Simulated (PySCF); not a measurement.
**A gas-phase reaction: FGeH3O + H2Si → FGeH5OSi**

Wanted: the reaction energy for `[OH][GeH2][F]` + `[SiH2]` → `[OH][GeH]([F])[SiH3]`.

Computed with PySCF 2.14.0; each step states its level. No surroundings beyond the atoms listed, unless a continuum is named. Atoms count from 0, parts from 1.

### 1 The system as given

Each species was relaxed by itself at PBE0-D3(BJ)/def2-SVPD.

### 2 Energies of the species: wB97M-D3(BJ)/def2-TZVPD

What the job is given:

```
{"job": {"kind": "react", "xc": "wB97M-D3(BJ)", "basis": "def2-TZVPD"}, "charge": 0, "multiplicity": 1}
-1 FGeH3O charge 0 multiplicity 1
O      0.837120     1.138300    -0.120420
Ge    -0.101620    -0.311980     0.261790
F     -1.786520     0.053520    -0.071790
H      0.819010     1.403680    -1.044630
H      0.039620    -0.522070     1.765920
H      0.237280    -1.482340    -0.668400

-1 H2Si charge 0 multiplicity 1
Si     0.480430    -0.080540     0.526570
H     -0.397600     1.082420     0.049640
H     -0.071710    -0.993620    -0.574480

+1 FGeH5OSi charge 0 multiplicity 1
O      1.973340    -0.036690    -0.347410
Ge     0.523450    -0.260060     0.659980
F      0.589300     0.970890     1.925110
Si    -1.347680     0.221220    -0.732440
H      2.805830    -0.245990     0.086600
H      0.615960    -1.587370     1.438160
H     -2.575770     0.259580     0.111570
H     -1.116600     1.538020    -1.388200
H     -1.467790    -0.859680    -1.753230
```

With the program's defaults for keys left out, this is: wB97M-D3(BJ)/def2-TZVPD reaction energy of separated species, gas phase.

Started as:

```
OMP_NUM_THREADS=1 python cluster_run.py task.json out
```

One launch serves the whole session: the jobs run in the order shown.

**Question.** The jobs that follow are: PBE0-D3(BJ)/def2-TZVPD reaction energy of separated species, gas phase. Predict: reaction energy (wB97M-D3(BJ)/def2-TZVPD); ΔH, ΔG at 298 K (xTB thermal terms). Thermal terms come from harmonic xTB runs on each species.

As calculated:

| quantity | value |
| --- | --- |
| reaction energy (wB97M-D3(BJ)/def2-TZVPD) | -57.29 kcal/mol |
| ΔH, ΔG at 298 K (xTB thermal terms) | -54.9, -44.9 kcal/mol |
| range of the reaction energy over the runs of this table | -63.87 to -57.29 kcal/mol |

The reaction is exothermic by 54.9 kcal/mol in the gas phase; dispersion gives -1.45, and xTB itself gave -63.23 for the electronic energy (xTB energies and thermal terms come from the earlier relaxation of each species, not shown). No barrier was sought. The reaction energy runs from -63.87 (PBE0-D3(BJ)/def2-TZVPD) to -57.29 kcal/mol (wB97M-D3(BJ)/def2-TZVPD).
